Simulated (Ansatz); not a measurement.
What does this script print? It uses the Python package of Ansatz (0.2.0).

Script `formation_znsn3.py`:
```python
from collections import Counter
import warnings

import ansatz as az
import numpy as np


def run_phase(name, crystal):
    calc = crystal.calculation()
    calc = calc.functional("pbesol")
    calc = calc.basis(380, xc_grid=2)
    calc = calc.accuracy("medium")
    calc = calc.initial_density(normalization="cell").scf(self_checks="high")
    calc = calc.kpoints(spacing=0.26)
    calc = calc.occupations("gaussian", width=0.05)
    calc = calc.stress()
    calc = calc.relax(force_tolerance=0.01, fix_cell=["shape"])
    return calc.run(threads=1)


def counts(outcome):
    return Counter(site.symbol for site in outcome.lattice.sites)

def formation_energy(outcome, mu):
    n = counts(outcome)
    return (outcome.report["energy_sigma0_ev"] - sum(k * mu[element] for element, k in n.items())) / sum(n.values())


def volume_per_atom(outcome):
    return abs(np.linalg.det(outcome.lattice.cell_ang)) / len(outcome.lattice.sites)

warnings.simplefilter("ignore", az.DeckWarning)

phases = {}
znsn3 = (
    az.Lattice.of((0.0, 3.700694, 3.700694), (3.700694, 0.0, 3.700694), (3.700694, 3.700694, 0.0))
    .atom("Zn", (0.0, 0.0, 0.0))
    .atom("Sn", (0.25, 0.25, 0.25))
    .atom("Sn", (0.75, 0.75, 0.75))
    .atom("Sn", (0.5, 0.5, 0.5))
)
phases["ZnSn3"] = znsn3
zn = (
    az.Lattice.of((2.67, 0.0, 0.0), (-1.335, 2.312288, 0.0), (0.0, 0.0, 4.966))
    .atom("Zn", (1 / 3, 2 / 3, 0.25))
    .atom("Zn", (2 / 3, 1 / 3, 0.75))
)
phases["Zn"] = zn
sn = (
    az.Lattice.fcc(6.466686)
    .space_group(227, origin_choice=1)
    .atom("Sn", (0.0, 0.0, 0.5))
    .primitive()
)
phases["Sn"] = sn

done = {name: run_phase(name, crystal) for name, crystal in phases.items()}

references = {"Zn": "Zn", "Sn": "Sn"}
mu = {element: done[name].report["energy_sigma0_ev"] / len(done[name].lattice.sites) for element, name in references.items()}

target = done["ZnSn3"]
heat = formation_energy(target, mu)
n = counts(target)
print("cell content:", dict(n), " volume", round(volume_per_atom(target), 3), "A^3/atom")
print("formation energy", round(heat, 4), "eV/atom,", round(heat * sum(n.values()), 4), "eV per cell")
print("bound against the elements" if heat < 0 else "unbound against the elements")
```

`python formation_znsn3.py` gives:
```text
cell content: {<Element.ZN: 'Zn'>: 1, <Element.SN: 'Sn'>: 3}  volume 23.939 A^3/atom
formation energy 0.1269 eV/atom, 0.5076 eV per cell
unbound against the elements
```

Reading the output:
- The settings weren't tested for convergence.
- The cutoff lies under the one recommended for these potentials.
- Atoms and volume are relaxed with the cell's shape held, which in cells of lower than cubic symmetry can hide stresses and shift volumes.
- The meshes are coarse for the metals among these phases, whose energies can be off by up to 40 meV an atom.
- The cells come from databases of deposited and of computed structures, and not all need be stable phases.
- The compound is the structure given, not necessarily its lowest; energies are at zero temperature, with no correction for gases. A semilocal functional's error on such energies is often 0.05 to 0.1 eV an atom, and 0.1 to 0.3 eV against gases such as O2 or F2.
- The script silences the warnings on its input, which a real study should read.
- Hardware and time: 30 s on 1 thread of Arm Neoverse V1 (shared host), peak memory 0.44 GiB.
